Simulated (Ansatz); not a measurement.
# Cl3Ga: the cost of one run

Program: Ansatz 0.2.0, Gaussian basis. Level of theory: PBE0-D4/def2-TZVP structures, single points in def2-TZVPP, no counterpoise correction. These are calculated values, not measurements.

Levels: SPW92, PBE-D4, BLYP-D4, r2SCAN-D4, B97M-V, PBE0-D4, B3LYP-D4, r2SCAN0-D4, BHLYP-D4, CAM-B3LYP-D4, wB97X-V, wB97M-V, B2PLYP, PBE-QIDH, RPA on PBE, Hartree-Fock, MP2, CCSD, CCSD(T).

Cores are frozen in the correlated methods. Filled d shells of the heavier atoms are correlated. B3LYP uses VWN-RPA correlation. B2PLYP carries no dispersion term here.

94 further runs of the same task are left out: 94 set aside as unsound or not needed.

**1. Where the work starts**

The complex: 6 atoms, charge 0, spin multiplicity 1.

Atoms are counted from 1 here; the program's logs count them from 0.

Bond lengths: Ga1–Cl2 2.117 Å, Ga1–Cl3 2.115 Å, Ga1–Cl4 2.115 Å, H5–H6 0.751 Å. Angles: Cl2–Ga1–Cl3 119.9°, Cl2–Ga1–Cl4 119.9°, Cl3–Ga1–Cl4 119.8°.

As a file:

```mol
Cl3GaH2
  3D, bonds by distance, orders not assigned

  6  4  0  0  0  0  0  0  0  0999 V2000
    0.3527    0.3294   -0.6597 Ga  0  0
    1.8410   -1.1758   -0.6391 Cl  0  0
   -1.3878    0.0775   -1.8355 Cl  0  0
    0.6985    2.1697    0.3247 Cl  0  0
   -0.4871   -0.9665    1.4067 H   0  0
   -1.0173   -0.4344    1.4030 H   0  0
  1  2  8  0
  1  3  8  0
  1  4  8  0
  5  6  8  0
M  END
```

Its parts: GaCl₃ holds atoms 1, 2, 3, 4; H₂ holds atoms 5, 6. Each part counts its atoms afresh in its own runs.

**2. Relaxing GaCl₃ alone**

Input file relax-a/in.yaml:

```yaml
crystal:
  periodic: [false, false, false]
  atoms:
    - {symbol: Ga, position_ang: [0.352717, 0.329447, -0.659671]}
    - {symbol: Cl, position_ang: [1.841012, -1.175799, -0.639131]}
    - {symbol: Cl, position_ang: [-1.387768, 0.077501, -1.835497]}
    - {symbol: Cl, position_ang: [0.698511, 2.169743, 0.324740]}
basis:
  gaussian: {orbitals: def2-TZVP}
hamiltonian: {xc: pbe0, dispersion: d4}
relax: {f_tol: 0.005, max_steps: 200}
```

Command:

```console
ansatz run in.yaml --threads 4 --pin off --events-out ev --progress --plain --max-ram 9574MiB
```

**Question.** How long does this run take on 4 threads of Arm Neoverse V1, shared host?

About 11 s.
